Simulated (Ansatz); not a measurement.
# (111) slab of diamond C, 23.1 Å thick as cut, ended by F

Aim: relax the faces, then place the frontier levels against the vacuum by PBEsol, HSE06 and r²SCAN.

Program: Ansatz 0.2.0, PAW, plane waves. These are calculated values, not measurements.

**1. The system as built**

26 atoms (24 C, 2 F); a = 2.513 Å, b = 2.513 Å, c = 38.583 Å, α = 90.00°, β = 90.00°, γ = 120.00°. All atoms were shaken off their sites by about 0.02 Å along each axis.

The runs, in order: (2) PBEsol relaxation at a 6×6×1 mesh, on 1 × NVIDIA GB300 Max-Q with 8 threads of Arm Neoverse-V2; (3) HSE06 single point at a 4×4×1 mesh, on 1 × NVIDIA GB300 Max-Q with 8 threads of Arm Neoverse-V2; (4) r²SCAN single point at a 4×4×1 mesh, on 1 × NVIDIA GB300 Max-Q with 8 threads of Arm Neoverse-V2.

Coordinates:

```
C F
1.0
     1.77690   -1.77690    0.00000
     0.00000    1.77690   -1.77690
    22.27569   22.27569   22.27569
C F
24 2
Direct
  0.99251 0.99832 0.79802
  0.99889 0.00655 0.32052
  0.99991 0.99570 0.48029
  0.00571 0.99553 0.64089
  0.00445 0.01110 0.20187
  0.99461 0.98551 0.36025
  0.00057 0.99676 0.51888
  0.99192 0.97876 0.68002
  0.33741 0.66906 0.21416
  0.34270 0.68183 0.37266
  0.31779 0.65588 0.53327
  0.33055 0.68339 0.69221
  0.33111 0.66522 0.25450
  0.32199 0.65530 0.41303
  0.32728 0.66353 0.57298
  0.32762 0.67352 0.73186
  0.67254 0.33759 0.26784
  0.66855 0.33300 0.42695
  0.67643 0.32974 0.58678
  0.64900 0.33340 0.74683
  0.66699 0.33386 0.30694
  0.67605 0.34027 0.46635
  0.68107 0.34833 0.62701
  0.65622 0.31728 0.78604
  0.98630 0.00193 0.83244
  0.00701 0.01145 0.16757
```

**2. Relaxing the atoms with PBEsol**

Input file in.yaml:

```yaml
crystal:
  lattice:
    - [1.776901, -1.776901, 0.000000]
    - [0.000000, 1.776901, -1.776901]
    - [22.275690, 22.275690, 22.275690]
  atoms:
    - { symbol: C, position: [0.992514, 0.998316, 0.798018] }
    - { symbol: C, position: [0.998886, 0.006554, 0.320524] }
    - { symbol: C, position: [0.999910, 0.995701, 0.480287] }
    - { symbol: C, position: [0.005706, 0.995526, 0.640885] }
    - { symbol: C, position: [0.004452, 0.011103, 0.201870] }
    - { symbol: C, position: [0.994610, 0.985509, 0.360253] }
    - { symbol: C, position: [0.000566, 0.996758, 0.518879] }
    - { symbol: C, position: [0.991916, 0.978764, 0.680016] }
    - { symbol: C, position: [0.337414, 0.669057, 0.214158] }
    - { symbol: C, position: [0.342702, 0.681828, 0.372655] }
    - { symbol: C, position: [0.317794, 0.655879, 0.533274] }
    - { symbol: C, position: [0.330553, 0.683391, 0.692206] }
    - { symbol: C, position: [0.331111, 0.665218, 0.254503] }
    - { symbol: C, position: [0.321987, 0.655303, 0.413027] }
    - { symbol: C, position: [0.327281, 0.663529, 0.572975] }
    - { symbol: C, position: [0.327620, 0.673519, 0.731859] }
    - { symbol: C, position: [0.672542, 0.337588, 0.267838] }
    - { symbol: C, position: [0.668549, 0.332998, 0.426951] }
    - { symbol: C, position: [0.676428, 0.329743, 0.586784] }
    - { symbol: C, position: [0.648997, 0.333400, 0.746831] }
    - { symbol: C, position: [0.666991, 0.333863, 0.306940] }
    - { symbol: C, position: [0.676045, 0.340270, 0.466353] }
    - { symbol: C, position: [0.681067, 0.348328, 0.627011] }
    - { symbol: C, position: [0.656220, 0.317277, 0.786037] }
    - { symbol: F, position: [0.986304, 0.001934, 0.832445] }
    - { symbol: F, position: [0.007013, 0.011450, 0.167574] }
kpoints:
  mp_grid: { grid: [6, 6, 1] }
hamiltonian:
  xc: pbesol
scf:
  occupations: { method: fermi_dirac, width: 0.01 }
relax:
  f_tol: 0.03
  max_steps: 80
  escape_saddle: false
  adjacent_minimum: "off"
output:
  forces: true
  eigenvalues: true
  populations: true
```

After this run come: Single point with HSE06; Single point with r²SCAN.

Before running it: what results should come out? Wanted: for each run, top filled to lowest empty; top filled below vacuum.

The runs gave:

```
             level         time  k points  top filled to lowest empty (eV)  top filled below vacuum (eV)
PBEsol, relaxation  5.6 s (GPU)     6×6×1                             4.11                          7.70
             HSE06   16 s (GPU)     4×4×1                             5.80                          8.72
            r²SCAN  2.9 s (GPU)     4×4×1                             4.75                          7.97
```

```
     quantity                             value
   relaxation  4 recorded steps, 0.77 eV gained
largest shift                      0.08 Å (F26)
   mean bonds            C–C 1.538, C–F 1.360 Å
```

**Reading.** The relaxation lowers the energy by 0.77 eV; the largest shift is 0.08 Å (F26). At the same k points, r²SCAN gives a spacing 1.05 eV smaller than the 5.80 eV of HSE06. Rows on different k points differ by sampling as well as by level. Exact exchange costs time: HSE06 ran about 5.4 times as long as r²SCAN on the same kind of device.
